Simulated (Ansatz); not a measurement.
Working through band-curvature effective masses by finite differences of BaTiO3, space group P4mm

Program: Ansatz 0.2.0 through its Python package.

`batio3.extxyz`
```text
5
Lattice="3.9998 0.0 0.0 0.0 3.9998 0.0 0.0 0.0 4.018" Properties=species:S:1:pos:R:3 pbc="T T T"
Ba    0.00000000    0.00000000    0.00000000
Ti    1.99990000    1.99990000    1.96882000
O     1.99990000    1.99990000    0.07634200
O     1.99990000    0.00000000    2.07730600
O     0.00000000    1.99990000    2.07730600
```

At the Python prompt:
```pycon
>>> import ansatz as az
>>> import numpy as np
>>> cell = az.Crystal.from_extxyz("batio3.extxyz")
>>> base = (
...     cell.calculation()
...     .functional(az.Functional.PBESOL)
...     .kpoints(6)
...     .occupations("fixed")
... )
>>> # step 1: where the edges lie on the mesh
>>> done = base.band_table().run(threads=1)
DeckWarning: basis.ecutwfc = 420 eV, auto-derived from the records' recommended cutoffs: set by Ba (normal level)
>>> r = done.report
>>> r["mixing_algorithm"], r["preconditioner"], r["eigensolver"]
('MSR1', 'Resta', 'band_cg')
>>> r["n_electrons"]
40.0
>>> levels = np.array(r["eigenvalues_ev"])
>>> filled = round(r["n_electrons"] / 2)
>>> edges = {"top filled band": (filled - 1, levels[:, filled - 1].argmax()), "lowest empty band": (filled, levels[:, filled].argmin())}
>>> gap = levels[:, filled].min() - levels[:, filled - 1].max()
>>> print(f"gap on the mesh {gap:.3f} eV")
gap on the mesh 1.791 eV
>>> if gap <= 0.05:
...     print("no gap: band-edge masses have no meaning here")
...     edges = {}
...
>>> reciprocal = 2 * np.pi * np.linalg.inv(done.lattice.cell_ang).T
>>> step = 0.006  # 1/A
>>> # m/m_e = (hbar^2/m_e) / (d2E/dk2), with hbar^2/m_e = 7.61996 eV A^2
>>> # a slope that is not zero means that the extremum lies off this mesh point
>>> pairs = [(0, 1), (0, 2), (1, 2)]
>>> moves = [sign * axis for axis in np.eye(3) for sign in (-1, 1)]
>>> moves += [s1 * np.eye(3)[i] + s2 * np.eye(3)[j] for i, j in pairs for s1 in (1, -1) for s2 in (1, -1)]
>>> for name, (band, index) in edges.items():
...     together = int(np.sum(np.abs(levels[index] - levels[index, band]) < 2e-3))
...     print(name, "at k =", np.round(r["kpoints_frac"][index], 4), f"E = {levels[index, band]:.4f} eV, degeneracy {together}")
...     centre = np.array(r["kpoints_frac"][index]) @ reciprocal
...     points = [centre] + [centre + step * move for move in moves]
...     table = base.band_structure(points, intervals=1, cartesian=True).run(threads=1).band_structure().channels[0].eigenvalues_ev
...     if together > 1:
...         level = np.flatnonzero(np.abs(levels[index] - levels[index, band]) < 2e-3)
...         along = (table[1, level] + table[2, level] - 2 * table[0, level]) / step ** 2
...         print("  degenerate level, no single mass tensor; masses of its branches along x:", np.round(7.61996 / along, 3), "m_e")
...         continue
...     e = table[:, band]
...     hessian = np.diag((e[1:7:2] + e[2:7:2] - 2 * e[0]) / step ** 2)
...     for (i, j), (pp, pm, mp, mm) in zip(pairs, e[7:].reshape(3, 4)):
...         hessian[i, j] = hessian[j, i] = (pp - pm - mp + mm) / (4 * step ** 2)
...     curvatures, axes = np.linalg.eigh(hessian)
...     slope = (e[2:7:2] - e[1:7:2]) / (2 * step)
...     print("  slope (eV A):", np.round(slope, 3) + 0.0, "" if np.abs(slope).max() < 0.05 else "- no extremum here, so these are local curvatures and no band-edge masses")
...     for curvature, axis in zip(curvatures, axes.T):
...         print(f"  principal mass {7.61996 / curvature:8.3f} m_e along", np.round(axis, 2) + 0.0)
...
top filled band at k = [-0.5 -0.5 -0.5] E = 10.1558 eV, degeneracy 1
  slope (eV A): [0. 0. 0.]
  principal mass   -7.420 m_e along [-0.39 -0.92  0.  ]
  principal mass   -7.420 m_e along [-0.92  0.39  0.  ]
  principal mass  -19.145 m_e along [0. 0. 1.]
lowest empty band at k = [0. 0. 0.] E = 11.9471 eV, degeneracy 1
  slope (eV A): [0. 0. 0.]
  principal mass    7.379 m_e along [0. 0. 1.]
  principal mass    0.408 m_e along [-1.    0.07  0.  ]
  principal mass    0.408 m_e along [-0.07 -1.    0.  ]
```

What to keep in mind:
- Absolute energies stand on the zero of these potentials, so only differences at equal settings mean something. A total without «per atom» is that of the whole cell that was run.
- No spin polarisation was allowed.
- Semilocal gaps usually lie well under measured ones.
- The computed bands are complete only to about 4.1 eV above the Fermi level.
- Of the deposited cell: the entry's cell lengths or inner coordinates differ somewhat from later room-temperature determinations.
- The starting cell is as deposited in a crystallographic database; the results hold for this polymorph, which needn't be the stable one.
- Gaps and levels are Kohn-Sham values on a finite set of k-points, without spin-orbit coupling.
- Warnings are shown shortened and without file and line.
- The masses are finite-difference curvatures at extrema found on a coarse mesh, which needn't be the true band edges; a step that is long against the gap makes them too heavy. At a valence maximum the curvature is negative (the hole mass is its size); mixed signs mark a saddle. Spin-orbit coupling is left out, and light masses scale with the Kohn-Sham gap.
- The whole script took 36 s on 1 thread of Intel(R) Xeon(R) Platinum 8259CL CPU @ 2.50GHz (Skylake/Cascade Lake), on a shared host, peak memory 0.49 GiB.
